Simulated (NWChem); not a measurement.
**AlGeNH4O (SMILES [NH2][GeH]1[O][AlH]1) at 4 levels**

Wanted: a comparison of 4 runs (HF/STO-3G, HF/3-21G, B3LYP/6-31G*) of AlGeNH4O. 

The results are computed with NWChem 7.3.0.

**1. The molecule**

AlGeNH4O has 8 atoms, charge 0, and is taken as a singlet. SMILES: `[NH2][GeH]1[O][AlH]1`. The shape is that of a PBE0-D4/def2-TZVP optimisation. This is one conformer, not always the lowest.

Bond lengths: N1–Ge2 1.822 Å, Ge2–O3 1.896 Å, Ge2–Al4 2.331 Å, O3–Al4 1.699 Å, N1–H5 1.009 Å, N1–H6 1.008 Å, Ge2–H7 1.543 Å, Al4–H8 1.577 Å. Some angles: N1–Ge2–O3 114.7°, N1–Ge2–Al4 126.9°, O3–Ge2–Al4 46.0°, Ge2–O3–Al4 80.7°, Ge2–Al4–O3 53.4°, N1–Ge2–H7 103.9°, O3–Ge2–H7 108.8°, Al4–Ge2–H7 128.4°, Ge2–N1–H5 116.8°, Ge2–N1–H6 117.5°.

**2. Energy and forces at HF/STO-3G (run 1)**

Input file algeh4no.nw:

```
start algeh4no
title "AlGeH4NO hf"
memory stack 880 mb heap 220 mb global 1100 mb
charge 0

geometry units atomic noautosym nocenter noautoz
  N     -1.89104893     2.51409164     0.97207512
  Ge     0.45183352     0.00018897     1.18466931
  O      2.22515251    -0.65384524    -1.85854564
  Al     0.81541682    -3.50903244    -1.45338836
  H     -1.25213253     4.30177255     1.15632342
  H     -3.17870831     2.40221985    -0.42726708
  H      2.33929197     0.96735080     3.18494441
  H      0.66461668    -6.13046052    -2.86406891
end

basis spherical bse
  * library STO-3G
end

scf
  thresh 1e-08
  maxiter 80
end

task scf gradient
```

The run is started by

```console
nwchem algeh4no.nw > algeh4no.out
```

The program printed:

```text
[...]
  functions       =    41
[...]
  wavefunction    = RHF
[...]
         Total SCF energy =  -2420.655601816552
      One-electron energy =  -4077.853688534930
      Two-electron energy =   1316.904736233896
 Nuclear repulsion energy =    340.293350484483
        Time for solution =      6.9s
[...]
                         RHF ENERGY GRADIENTS
    atom               coordinates                        gradient
                 x          y          z           x          y          z
   1 N      -1.891049   2.514092   0.972075   -0.026899   0.037301  -0.013772
   2 Ge      0.451834   0.000189   1.184669   -0.018594   0.016381   0.013306
   3 O       2.225153  -0.653845  -1.858546    0.020222   0.007115  -0.019009
   4 Al      0.815417  -3.509032  -1.453388   -0.005670  -0.016700  -0.000992
   5 H      -1.252133   4.301773   1.156323   -0.000677  -0.012802   0.005949
   6 H      -3.178708   2.402220  -0.427267    0.007270  -0.005768   0.010601
   7 H       2.339292   0.967351   3.184944    0.024605   0.013436   0.028238
   8 H       0.664617  -6.130461  -2.864069   -0.000258  -0.038963  -0.024321
[...]
```

Wall time 11 s (1 thread of Intel Xeon Platinum 8375C at 2.90GHz (Ice Lake), shared host); peak memory 0.1 GiB.

**3. Energy and gradient at HF/3-21G (run 2)**

Input file mymol.xyz:

```xyz
8
AlGeH4NO
N     -1.000700     1.330400     0.514400
Ge     0.239100     0.000100     0.626900
O      1.177500    -0.346000    -0.983500
Al     0.431500    -1.856900    -0.769100
H     -0.662600     2.276400     0.611900
H     -1.682100     1.271200    -0.226100
H      1.237900     0.511900     1.685400
H      0.351700    -3.244100    -1.515600
```

Input file mymol.nw:

```
start mymol
title "AlGeH4NO"
memory stack 880 mb heap 220 mb global 1100 mb
geometry units angstroms noautosym nocenter noautoz
   load format xyz mymol.xyz
end
basis "ao basis" spherical bse
   N library 3-21G
   Ge library 3-21G
   O library 3-21G
   Al library 3-21G
   H library 3-21G
end
scf
   thresh 1e-08
   maxiter 80
end
task scf gradient
```

The run is started by

```console
nwchem mymol.nw > mymol.out
```

The program printed:

```text
[...]
  functions       =    61
[...]
  wavefunction    = RHF
[...]
         Total SCF energy =  -2436.873901076952
      One-electron energy =  -4078.037110861794
      Two-electron energy =   1300.869834885052
 Nuclear repulsion energy =    340.293374899790
        Time for solution =      8.2s
[...]
                         RHF ENERGY GRADIENTS
    atom               coordinates                        gradient
                 x          y          z           x          y          z
   1 N      -1.891049   2.514091   0.972075   -0.015579   0.006644   0.014010
   2 Ge      0.451833   0.000189   1.184669   -0.010599  -0.020516   0.013952
   3 O       2.225152  -0.653845  -1.858546    0.013970  -0.011087  -0.025689
   4 Al      0.815417  -3.509032  -1.453388    0.001186   0.019283   0.008951
   5 H      -1.252132   4.301772   1.156323    0.004510   0.002154  -0.003049
   6 H      -3.178708   2.402220  -0.427267    0.003570  -0.000782  -0.007788
   7 H       2.339292   0.967351   3.184944    0.002908   0.003729  -0.000475
   8 H       0.664617  -6.130460  -2.864069    0.000034   0.000575   0.000088
[...]
```

Run time: 13 s. Hardware: 1 thread of Intel Xeon Platinum 8375C at 2.90GHz (Ice Lake), shared host; peak memory 0.099 GiB.

Run 3 isn't shown in full; the table further down has it.

**4. Energy and forces at B3LYP/6-31G(d) (Cartesian functions) (run 4)**

Input file a.xyz:

```xyz
8
AlGeH4NO
N     -1.000700     1.330400     0.514400
Ge     0.239100     0.000100     0.626900
O      1.177500    -0.346000    -0.983500
Al     0.431500    -1.856900    -0.769100
H     -0.662600     2.276400     0.611900
H     -1.682100     1.271200    -0.226100
H      1.237900     0.511900     1.685400
H      0.351700    -3.244100    -1.515600
```

Input file a.nw:

```
start a
title "AlGeH4NO"
memory 2200 mb
charge 0

geometry noautosym nocenter noautoz
 load a.xyz
end

basis
 * library 6-31G*
end

dft
 xc b3lyp
 grid fine
 convergence energy 1e-08
 iterations 100
 mulliken
 print medium
end

task dft gradient
```

The run is started by

```console
nwchem a.nw > a.out
```

The program printed:

```text
[...]
          Wavefunction type:  closed shell.
          No. of atoms     :     8
          No. of electrons :    64
[...]
          Charge           :     0
          Spin multiplicity:     1
[...]
          AO basis - number of functions:    92
[...]
              XC Information
              --------------
                         B3LYP Method XC Potential
                     Hartree-Fock (Exact) Exchange  0.200
                        Slater Exchange Functional  0.800 local
                    Becke 1988 Exchange Functional  0.720 non-local
              Lee-Yang-Parr Correlation Functional  0.810
                  VWN I RPA Correlation Functional  0.190 local
[...]
 d= 0,ls=0.0,diis     1  -2451.4445040566 -2.79D+03  3.39D-02  2.06D+00     7.1
[...]
 d= 0,ls=0.0,diis    12  -2451.6034305445 -8.19D-10  2.04D-07  1.85D-10    55.6
         Total DFT energy =    -2451.603430544502
      One electron energy =    -4090.830334716620
           Coulomb energy =     1413.717841454363
    Exchange-Corr. energy =     -114.784312182034
 Nuclear repulsion energy =      340.293374899790
[...]
      Total Density - Mulliken Population Analysis
     ---------------------------------------------
    Atom       Charge   Shell Charges
 -----------   ------   -------------------------------------------------------
    1 N    7     7.80   1.99  0.78  2.51  0.83  1.66  0.03
    2 Ge  32    31.68   2.00  1.99  6.00  1.93  5.99  1.31  1.87  0.12  0.31  6.93  2.96  0.27
    3 O    8     8.61   1.99  0.90  2.84  1.02  1.85  0.00
    4 Al  13    12.53   2.00  1.99  5.96  0.91  1.07  0.22  0.26  0.12
    5 H    1     0.67   0.50  0.17
    6 H    1     0.68   0.51  0.17
    7 H    1     0.99   0.49  0.50
    8 H    1     1.05   0.49  0.56
[...]
  wavefunction    = closed shell
[...]
```

Run time: 88 s. Hardware: 1 thread of Intel Xeon Platinum 8375C at 2.90GHz (Ice Lake), shared host; peak memory 0.13 GiB.

**5. All runs side by side**

| run | level | iteration cap | module | energy (Eh) | dipole moment (D) | HOMO energy (eV) | LUMO energy (eV) | wall time |
| --- | --- | --- | --- | --- | --- | --- | --- | --- |
| 1 | HF/STO-3G | 80 | scf | -2420.655602 | 3.22 | -4.55 | 7.42 | 11 s |
| 2 | HF/3-21G | 80 | scf | -2436.873901 | 2.01 | -8.59 | 1.49 | 13 s |
| 3 | B3LYP/6-31G* (spherical functions) | 100 | dft | -2451.593783 | 1.34 | -5.96 | -1.36 | 1.7 min |
| 4 | B3LYP/6-31G* (Cartesian functions) | 100 | dft | -2451.603431 | 1.35 | -5.97 | -1.37 | 88 s |

**6. Outcome**

| quantity | value |
| --- | --- |
| run 4: total energy | -2451.60343 Eh |
| run 4: dipole moment | 1.35 D |
| run 4: HOMO energy | -5.97 eV |
| run 4: LUMO energy | -1.37 eV |
| run 4: HOMO–LUMO gap | 4.60 eV |
| run 4: largest force on an atom | 0.775 eV/Å |

What this shows: The dipole moment (its size) runs from 1.34 D (B3LYP/6-31G*) to 3.22 D (HF/STO-3G). The two ends differ in method and basis. The HOMO–LUMO gap runs from 4.60 eV (B3LYP/6-31G*) to 11.97 eV (HF/STO-3G). In run 1 the basis is minimal, so the values are rough. All runs together took 3.6 min, the longest 1.7 min.
